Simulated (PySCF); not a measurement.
# As₃: structure of the doublet

Aim: relax As₃ as a doublet from a equilateral triangle start, check by its vibrations whether the end is a minimum, and collect its spectrum and constants.

Method: PBE0, basis As def2-TZVP, no relativity, density fitting; program: PySCF 2.14.0.

## (1) The system as given

3 atoms, charge 0, spin multiplicity 2.

Bond lengths: As1–As2 2.420 Å, As1–As3 2.420 Å, As2–As3 2.420 Å. Angles: As2–As1–As3 60.0°, As1–As2–As3 60.0°, As1–As3–As2 60.0°.

```xyz
3
charge 0 multiplicity 2
As    0.0000    1.3972    0.0000
As    1.2100   -0.6986    0.0000
As   -1.2100   -0.6986    0.0000
```

## (2) Finding the electronic state

The steps below are one call of a driver around PySCF. For each, scf.py gives the equivalent set-up of the SCF; relaxations use the driver's own optimiser. After this first run the driver tries any further starts and a stability analysis.

scf.py reads:

```python
from pyscf import gto, scf, dft
mol = gto.M(atom='''
As     0.000000     1.397200     0.000000
As     1.210000    -0.698600     0.000000
As    -1.210000    -0.698600     0.000000''',
    basis={'As': 'def2-TZVP'},
    charge=0, spin=1)
mf = dft.UKS(mol, xc='PBE0')
mf.grids.atom_grid = (50, 194)
aux = {'As': 'def2-universal-JKFIT'}
mf = mf.density_fit(auxbasis=aux)
mf.conv_tol = 1e-08
mf.diis_space = 10
mf.max_cycle = 60
mf.init_guess = 'minao'
mf.verbose = 4
mf.kernel()
```

The run is started by

```bash
OMP_NUM_THREADS=2 python axn.py task.json out
```

Output:

```text
init E= -6704.82420025654
[... the frontier-level lines of each cycle are left out ...]
cycle= 1 E= -6706.79759250518  delta_E= -1.97  |g|= 0.458  |ddm|= 1.84
cycle= 2 E= -6706.78295162204  delta_E= 0.0146  |g|= 0.45  |ddm|= 0.485
cycle= 3 E= -6706.82535470578  delta_E= -0.0424  |g|= 0.114  |ddm|= 0.385
cycle= 4 E= -6706.8332771731  delta_E= -0.00792  |g|= 0.0139  |ddm|= 0.128
cycle= 5 E= -6706.83346658697  delta_E= -0.000189  |g|= 0.00411  |ddm|= 0.027
cycle= 6 E= -6706.8334853748  delta_E= -1.88e-05  |g|= 0.00212  |ddm|= 0.0086
cycle= 7 E= -6706.83349102284  delta_E= -5.65e-06  |g|= 0.000614  |ddm|= 0.00438
cycle= 8 E= -6706.83349178954  delta_E= -7.67e-07  |g|= 0.00022  |ddm|= 0.002
cycle= 9 E= -6706.83349191563  delta_E= -1.26e-07  |g|= 8.4e-05  |ddm|= 0.000803
cycle= 10 E= -6706.83349193825  delta_E= -2.26e-08  |g|= 2.5e-05  |ddm|= 0.000389
cycle= 11 E= -6706.83349194061  delta_E= -2.36e-09  |g|= 7.8e-06  |ddm|= 0.000137
Extra cycle  E= -6706.8334919406  delta_E= 1.64e-11  |g|= 1.23e-05  |ddm|= 2.43e-05
converged SCF energy = -6706.8334919406  <S^2> = 0.75557243  2S+1 = 2.0055647
```

This step, with its further starts and checks, needed 59 s of wall time on 2 threads of AMD EPYC 7R13 (Zen 3), shared host.

The starts that the driver tried:

| start | energy (Eh) |
| --- | --- |
| the minimal-basis guess | -6706.833492 |
| a thermally smeared density | -6706.833492 |
| a smeared PBE density | -6706.833492 |

This is not the lowest solution: one lies 7.0 kJ/mol lower, at -6706.83617 Eh, and the relaxation starts from that.

## (3) Relaxation: equilateral triangle start, doublet

The program finds D3h symmetry in the start, which this walk keeps. Threshold on the gradient: 0.0003 Eh/bohr, with a further test on the energy change.

scf.py, as its differences from that of step 2:

```diff
@@ -3,3 +3,3 @@
-As     0.000000     1.397200     0.000000
-As     1.210000    -0.698600     0.000000
-As    -1.210000    -0.698600     0.000000''',
+As     0.000005     1.397194     0.000000
+As     1.210003    -0.698602     0.000000
+As    -1.210008    -0.698592    -0.000000''',
@@ -15 +14,0 @@
-mf.init_guess = 'minao'
```

The optimiser's trace:

| step | energy (Eh) | change (kJ/mol) | largest symmetric gradient (Eh/bohr) |
| --- | --- | --- | --- |
| 0 | -6706.836174 | 0.00 | 0.02303 |
| 1 | -6706.838620 | -6.42 | 0.00651 |
| 2 | -6706.838799 | -6.89 | 0.00102 |
| 3 | -6706.838803 | -6.90 | 0.00004 |

The walk took 34 s.

Geometry (Å) and forces (eV/Å) at some steps, with the part that breaks the symmetry left in:

```
step 0
As   0.000   1.397   0.000   0.961  -0.629   0.000
As   1.210  -0.699   0.000  -1.987   1.147   0.000
As  -1.210  -0.699   0.000   1.026  -0.518   0.000
step 1
As   0.000   1.369   0.000   1.040   0.268   0.000
As   1.185  -0.684   0.000  -1.332   0.766   0.000
As  -1.185  -0.684   0.000   0.292  -1.035   0.000
step 2
As   0.000   1.357   0.000   1.071   0.674   0.000
As   1.175  -0.679   0.000  -1.029   0.590   0.000
As  -1.175  -0.679   0.000  -0.042  -1.264   0.000
step 3
As   0.000   1.359   0.000   1.067   0.617   0.000
As   1.177  -0.679   0.000  -1.072   0.615   0.000
As  -1.177  -0.679   0.000   0.005  -1.232   0.000
```

It settles in D3h symmetry, 6.9 kJ/mol below the start, after 3 steps: As–As 2.354 Å (×3); As–As–As 60.0° (×3). A gradient of 0.0240 Eh/bohr that breaks the symmetry is left: this electronic state wants a lower symmetry.

## (4) Relaxing without the symmetry constraint

The geometry is nudged along the force that breaks the symmetry.

The program finds C2v symmetry in the start, which may break. The walk stops when the largest gradient is under 0.0003 Eh/bohr and the energy has settled too.

scf.py, as its differences from that of step 3:

```diff
@@ -3,3 +3,3 @@
-As     0.000005     1.397194     0.000000
-As     1.210003    -0.698602     0.000000
-As    -1.210008    -0.698592    -0.000000''',
+As     0.049589     1.391508    -0.000000
+As     1.126772    -0.646572     0.000000
+As    -1.176361    -0.744935    -0.000000''',
```

Energy and gradient, step by step:

| step | energy (Eh) | change (kJ/mol) | largest gradient (Eh/bohr) |
| --- | --- | --- | --- |
| 0 | -6706.843059 | 0.00 | 0.00182 |
| 1 | -6706.843074 | -0.04 | 0.00032 |
| 2 | -6706.843075 | -0.04 | 0.00005 |

The walk took 26 s.

End point (C2v, 2 steps, 0.0 kJ/mol gained): As–As 2.301 Å (×2), As–As 2.468 Å; As–As–As 57.6° (×2), As–As–As 64.9°.

## (5) Frequencies

On the finer grid the gradient is checked again; gradients at displacements of ±0.02 bohr then give force constants and infrared intensities.

scf.py, as its differences from that of step 4:

```diff
@@ -3,3 +3,3 @@
-As     0.049589     1.391508    -0.000000
-As     1.126772    -0.646572     0.000000
-As    -1.176361    -0.744935    -0.000000''',
+As     0.051729     1.392702    -0.000000
+As     1.123551    -0.643696     0.000000
+As    -1.175281    -0.749006    -0.000000''',
@@ -9 +9 @@
-mf.grids.atom_grid = (50, 194)
+mf.grids.atom_grid = (75, 302)
@@ -12 +12 @@
-mf.conv_tol = 1e-08
+mf.conv_tol = 1e-10
```

The driver hands on the density of the step before, so the log starts near convergence.

Log of the central SCF (cycles and frontier levels):

```text
init E= -6706.84302334456
[... the frontier-level lines of each cycle are left out ...]
cycle= 1 E= -6706.84302334456  delta_E= -6.37e-12  |g|= 4.45e-06  |ddm|= 8.54e-06
Extra cycle  E= -6706.84302334452  delta_E= 4.64e-11  |g|= 9.53e-06  |ddm|= 1.44e-05
converged SCF energy = -6706.84302334452  <S^2> = 0.83739348  2S+1 = 2.0855632
```

The whole step took 2.4 min.

Geometry: C2v; As–As 2.301 Å (×2), As–As 2.468 Å; As–As–As 57.6° (×2), As–As–As 64.9°.

Modes, for the most abundant isotopes:

```csv
symmetry,ω (cm⁻¹),IR (km/mol)
b2,156,8.3
a1,242,0.2
a1,368,0.1
```

No imaginary mode, so this is a minimum.

Properties at this point:

| Quantity | Value |
| --- | --- |
| Dipole moment | 0.50 D |
| Highest occupied level | -5.52 eV |
| Lowest empty level | -3.25 eV |
| Rotational constants | 0.08946, 0.07386, 0.04046 cm⁻¹ |
| Zero-point energy | 4.6 kJ/mol |
| Principal polarisabilities | 52.6, 94.2, 105.5 bohr³ |
| Atomisation energy without zero-point energy | 593 kJ/mol |
| Principal traceless quadrupole moments about the centre of mass | -0.71, -0.25, 0.97 D Å |
| Entropy at 298.15 K and 1 bar (electronic part: spin only) | 317.3 J/(mol K) |
| Heat capacity Cp at 298.15 K | 55.1 J/(mol K) |
| Enthalpy at 298.15 K above 0 K | 13.78 kJ/mol |
| Rotational symmetry number | 2 |
| Spin squared ⟨S²⟩ | 0.837 |

Charges (e) and bond orders:

```tsv
atom	Mulliken	Löwdin	polar tensor	spin (Mulliken)	Mayer order to As1
As1	-0.03	-0.03	-0.09	0.68	–
As2	0.06	0.05	0.19	-0.36	1.47
As3	-0.03	-0.03	-0.09	0.68	1.13
```

Outer orbital energies (eV). α occupied: -19.85, -14.95, -14.20, -8.65, -8.61, -7.75, -7.26, -5.52; empty: -3.25, -0.98, -0.28, 0.16. β occupied: -45.43, -19.65, -14.21, -14.13, -8.50, -8.01, -7.64, -7.08; empty: -3.00, -2.59, -0.76, -0.14.

Mulliken populations on As1: s 7.92, p 14.99, d 10.11, f 0.01.

## (6) Density, ELF and potential

The plane holds As1 at (0.00, 0.00), As2 at (2.30, 0.00), As3 at (1.32, 2.08) Å. Columns run from x = -1.95 to 4.65 Å, rows from y = 4.35 (top) to -1.95 Å, in steps of 0.3 Å.

Density (cut at 5 e/Å³):

Ten steps from '0' (0.000 e/Å³) to '9' (5.000 e/Å³), finer at the low end (step k begins (100^(k/10) - 1)/99 of the way up):
```
00000000000000000000000
00000000000000000000000
00000000011111000000000
00000001122222100000000
00000001234443210000000
00000012356654321000000
00000123469996431000000
00000123589997532100000
00001124589997532100000
00001234569996532100000
00012334556665543210000
00123445555555554321000
00134566555556665421000
01245799755568996532100
01246999965579999542100
01246999965579999542100
01245799755569997532100
01234566544455665431000
00123444433334444321000
00011222222222222110000
00000111111111111000000
00000000000000000000000
```

ELF (0 where the density is under 0.005 e/Å³):

Ten even steps from '0' (0.00) to '9' (0.92):
```
00000000002210000000000
00000001345554210000000
00000014678887531000000
00000136889998753100000
00000257888888874100000
00001368873247875200000
00002478723522775210000
00012477428281575310000
00123577428381565210000
00234678614632675311000
02356778851126876432000
13677777765567777654200
25787421355553225776420
47884255135522641688730
58882555516517282599850
58982555527617282599962
58985255148722642899960
47898522467763237999850
25788877766677789999740
03678877654457899998500
00356665432235678875000
00022332111112345530000
```

Electrostatic potential (cut at 20 V):

Ten steps from '0' (-0.11 V) to '9' (20.00 V), finer at the low end (step k begins (100^(k/10) - 1)/99 of the way up):
```
00000111111111111111111
00000111122222111111111
00000112233433221111111
00000123455655432111111
00000134678877543211111
00001245799999754211111
00000246999999864211111
00000257999999975311111
00001257999999974311111
00112357999999864321111
01234567899999865432211
12356788888999887653221
13468999988899999864321
23579999998999999975322
24689999999999999975322
24689999999999999975322
23579999998899999975321
23468999987799999754221
12356788765678887643211
11234566544456665432211
11123444332234443322111
11112222211122332221111
```

Values on the line from As1 (at 0) through As2 (at 2.301 Å):

| distance (Å) | density (e/Å³) | ELF | electrostatic potential (V) | spin density (e/Å³) |
| --- | --- | --- | --- | --- |
| -0.81 | 0.822 | 0.323 | 24.8 | -0.00912 |
| -0.58 | 3.07 | 0.256 | 62.4 | -0.00401 |
| -0.35 | 32 | 0.764 | 215 | -0.0094 |
| -0.12 | 400 | 0.581 | 1.95e+03 | -0.0169 |
| 0.23 | 84.3 | 0.621 | 549 | -0.00878 |
| 0.46 | 9.37 | 0.554 | 109 | 0.0013 |
| 0.69 | 1.34 | 0.136 | 40.7 | 0.00548 |
| 0.92 | 0.75 | 0.484 | 18.8 | 0.00217 |
| 1.15 | 0.686 | 0.693 | 13 | -0.00262 |
| 1.38 | 0.769 | 0.515 | 18.8 | -0.00715 |
| 1.61 | 1.36 | 0.142 | 40.8 | -0.00868 |
| 1.84 | 9.37 | 0.551 | 109 | -0.00106 |
| 2.07 | 84.4 | 0.622 | 549 | -0.0105 |
| 2.42 | 400 | 0.58 | 1.95e+03 | 0.0121 |
| 2.65 | 32 | 0.764 | 216 | 0.00352 |
| 2.88 | 3.08 | 0.254 | 62.7 | -0.0005 |
| 3.11 | 0.845 | 0.345 | 25 | -0.000111 |
| 3.34 | 0.424 | 0.807 | 10.6 | -3.95e-05 |
| 3.57 | 0.208 | 0.879 | 4.56 | -0.000175 |

Making the fields needed 2.6 s of wall time on 2 threads of AMD EPYC 7R13 (Zen 3), shared host.

## (7) Summary of results

| quantity | value |
| --- | --- |
| minimum | doublet, C2v |
| geometry | As–As 2.301 Å (×2), As–As 2.468 Å; As–As–As 57.6° (×2), As–As–As 64.9° |
| wavenumbers (cm⁻¹) | 156 (b2), 242 (a1), 368 (a1) |
| dipole moment | 0.50 D |
| highest occupied, lowest empty level (either spin) | -5.52, -3.25 eV |
| polar-tensor charge of As1 | -0.09 e |
| zero-point energy | 4.6 kJ/mol |
| entropy at 298.15 K | 317.3 J/(mol K) |
| atomisation energy (no zero-point energy) | 593 kJ/mol |
| ⟨S²⟩ | 0.837 |

**Reading.** The equilateral triangle start (D3h) ends in a minimum of C2v symmetry. In the infrared the band at 156 cm⁻¹ (b2) leads. The first SCF alone would have been 7 kJ/mol too high. Only this shape and spin were tried, so other structures or states may lie lower.

The search up to here took 4.3 min.
